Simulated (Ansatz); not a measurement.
HfOs, space group Pm-3m, cell relaxations under several functionals

With the Python package of Ansatz (0.2.0).

Typed at the interpreter:
```pycon
>>> import ansatz as az
>>> from ase import Atoms
>>> import numpy as np
>>> def edges_and_angles(cell):
...     cell = np.asarray(cell)
...     a, b, c = np.linalg.norm(cell, axis=1)
...     cosines = cell[1] @ cell[2] / (b * c), cell[0] @ cell[2] / (a * c), cell[0] @ cell[1] / (a * b)
...     return (a, b, c, *np.degrees(np.arccos(cosines)))
...
>>> atoms = Atoms(
...     ["Hf", "Os"],
...     scaled_positions=[
...         [0.0, 0.0, 0.0],
...         [0.5, 0.5, 0.5],
...     ],
...     cell=[
...         [3.239, 0.0, 0.0],
...         [0.0, 3.239, 0.0],
...         [0.0, 0.0, 3.239],
...     ],
...     pbc=True,
... )
>>> xtal = az.Crystal.from_ase(atoms)
>>> calculation = (
...     xtal.calculation()
...     .kpoints(8)
...     .occupations("gaussian", width=0.15)
...     .relax(cell=True, force_tolerance=0.01, max_steps=40)
... )
>>> levels = [("r2scan", "none"), ("r2scan", "rvv10"), ("lda", "none")]
>>> print("level            a       b       c    alpha   beta  gamma  V/atom  steps")
level            a       b       c    alpha   beta  gamma  V/atom  steps
>>> for name, dispersion in levels:
...     seen = []
...     run = calculation.functional(name, dispersion=dispersion).session().plan()
...     res = run.execute(on_event=lambda e: seen.append(e) if e["event"] == "relax_step" else None)
...     cell = res.lattice.cell_ang
...     label = name if dispersion == "none" else f"{name}+{dispersion}"
...     print("{:13s} {:7.4f} {:7.4f} {:7.4f} {:6.2f} {:6.2f} {:6.2f}".format(label, *edges_and_angles(cell)), f"{abs(np.linalg.det(cell)) / len(res.lattice.sites):7.3f} {len(seen):5d}")
...
DeckWarning: basis.ecutwfc = 500 eV, auto-derived from the records' recommended cutoffs: set by Hf (their level for a meta-GGA)
r2scan         3.2440  3.2440  3.2440  90.00  90.00  90.00  17.070     4
r2scan+rvv10   3.2338  3.2338  3.2338  90.00  90.00  90.00  16.909     4
DeckWarning: basis.ecutwfc = 420 eV, auto-derived from the records' recommended cutoffs: set by Hf (normal level)
lda            3.1988  3.1988  3.1988  90.00  90.00  90.00  16.366     6
```

From smallest to largest: LDA (16.37 Å³ an atom, -3.7 % against the start), r2SCAN+RVV10 (16.91 Å³ an atom, -0.5 % against the start) and r2SCAN (17.07 Å³ an atom, +0.5 % against the start). The spread is 4.3 % in volume.

Reading the output:
- Forces vanish by symmetry, so the ions can't move, and the end may be a saddle.
- Dispersion corrections can be off by several per cent in the lattices of metals, and by several GPa in the pressure at a fixed cell.
- For a metal this k-point mesh is coarse: on a finer one energies can move by several to tens of meV an atom and pressures by half a GPa or more, differences at one mesh by less.
- Spin-orbit coupling, which matters for elements this heavy, is left out.
- The structure is a deposited one; some such entries were measured under pressure or heat, so a shift against it needn't be the functional's error alone.
- Warnings are shown shortened and without file and line.
- Wall time of the script: 52 s on 1 thread of Arm Neoverse V1 (shared host), peak memory 0.54 GiB.

(Lines on the test bed's own set-up are left out of the output.)
